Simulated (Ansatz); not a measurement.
**H10OSi4: molecular dynamics**

The plan is to follow the molecule's vibrations and see whether its bonds hold. The start is relaxed first. Runs: 500 steps of 0.5 fs under a Langevin thermostat at 1500 K. SMILES of the start: O[Si]([SiH3])([SiH3])[SiH3].

Method: RKS PBE-D4/STO-3G, in Ansatz 0.2.0.

**1. The structure to begin with**

Bond lengths: Si1–O2 1.680 Å, O2–H3 1.010 Å, Si1–Si4 2.220 Å, Si4–H5 1.460 Å, Si4–H6 1.460 Å, Si4–H7 1.460 Å, Si1–Si8 2.218 Å, Si8–H9 1.460 Å, Si8–H10 1.460 Å, Si8–H11 1.460 Å, Si1–Si12 2.218 Å, Si12–H13 1.460 Å, Si12–H14 1.460 Å, Si12–H15 1.460 Å. Angles (14 of 25 angles, heavy atoms first): O2–Si1–Si4 109.5°, O2–Si1–Si8 109.5°, O2–Si1–Si12 109.5°, Si4–Si1–Si8 109.5°, Si4–Si1–Si12 109.5°, Si8–Si1–Si12 109.5°, Si1–O2–H3 109.5°, Si1–Si4–H5 109.5°, Si1–Si4–H6 109.5°, Si1–Si4–H7 109.5°, Si1–Si8–H9 109.5°, Si1–Si8–H10 109.5°, Si1–Si8–H11 109.5°, Si1–Si12–H13 109.5°.

Structure file:

```xyz
15

Si    0.0000    0.0000    0.0000
O     0.0000    0.0000    1.6800
H    -0.9095   -0.2814    2.0171
Si    2.0935    0.0000   -0.7393
H     2.5508   -1.3762   -0.9079
H     2.1573    0.6939   -2.0222
H     2.9510    0.6823    0.2255
Si   -1.0456    1.8115   -0.7393
H    -2.4302    1.4780   -1.0607
H    -1.0215    2.8436    0.2931
H    -0.3743    2.3069   -1.9374
Si   -1.0456   -1.8115   -0.7393
H    -1.7029   -2.4846    0.3772
H    -2.0454   -1.4265   -1.7311
H    -0.0777   -2.7173   -1.3511
```

**2. Relaxing the start**

The input, input.yaml:

```yaml
crystal:
  periodic: [false, false, false]
  atoms:
    - { symbol: Si, position_ang: [0.0, 0.0, 0.0] }
    - { symbol: O, position_ang: [0.0, 0.0, 1.68] }
    - { symbol: H, position_ang: [-0.9095, -0.2814, 2.0171] }
    - { symbol: Si, position_ang: [2.0935, 0.0, -0.7393] }
    - { symbol: H, position_ang: [2.5508, -1.3762, -0.9079] }
    - { symbol: H, position_ang: [2.1573, 0.6939, -2.0222] }
    - { symbol: H, position_ang: [2.951, 0.6823, 0.2255] }
    - { symbol: Si, position_ang: [-1.0456, 1.8115, -0.7393] }
    - { symbol: H, position_ang: [-2.4302, 1.478, -1.0607] }
    - { symbol: H, position_ang: [-1.0215, 2.8436, 0.2931] }
    - { symbol: H, position_ang: [-0.3743, 2.3069, -1.9374] }
    - { symbol: Si, position_ang: [-1.0456, -1.8115, -0.7393] }
    - { symbol: H, position_ang: [-1.7029, -2.4846, 0.3772] }
    - { symbol: H, position_ang: [-2.0454, -1.4265, -1.7311] }
    - { symbol: H, position_ang: [-0.0777, -2.7173, -1.3511] }
basis:
  gaussian: { orbitals: STO-3G }
hamiltonian:
  xc: pbe
  dispersion: d4
relax:
  f_tol: 0.02
  max_steps: 40
```

Started as:

```bash
ansatz run input.yaml --threads 1 --pin off --max-ram 2048MiB --backend cpu --events-out ev --progress --plain --runs-dir out
```

The runs that follow: The run.

Q: Predict the outcome of this session. Wanted: relaxation of the start; temperature, first and last step; temperature, second half; potential energy, second half; bonds formed or broken.

As calculated:

| quantity | value |
| --- | --- |
| relaxation of the start | 15 moves, 0.352 eV lower |
| length | 500 steps of 0.5 fs |
| temperature, first and last step | 1400 and 1968 K |
| temperature, second half | mean 1851 K, from 1119 to 2905 K |
| potential energy, second half | +164 meV/atom from the start |
| bonds formed or broken | 0 |

**Reading.** Against a set 1500 K the second half averages 1851 K with a spread of 372 K. The bonding pattern survives the run. 250 fs on 15 atoms is far too short and small for converged averages. The nuclei move classically, without zero-point motion, which matters most for hydrogen. The basis is very small, so the numbers are rough.
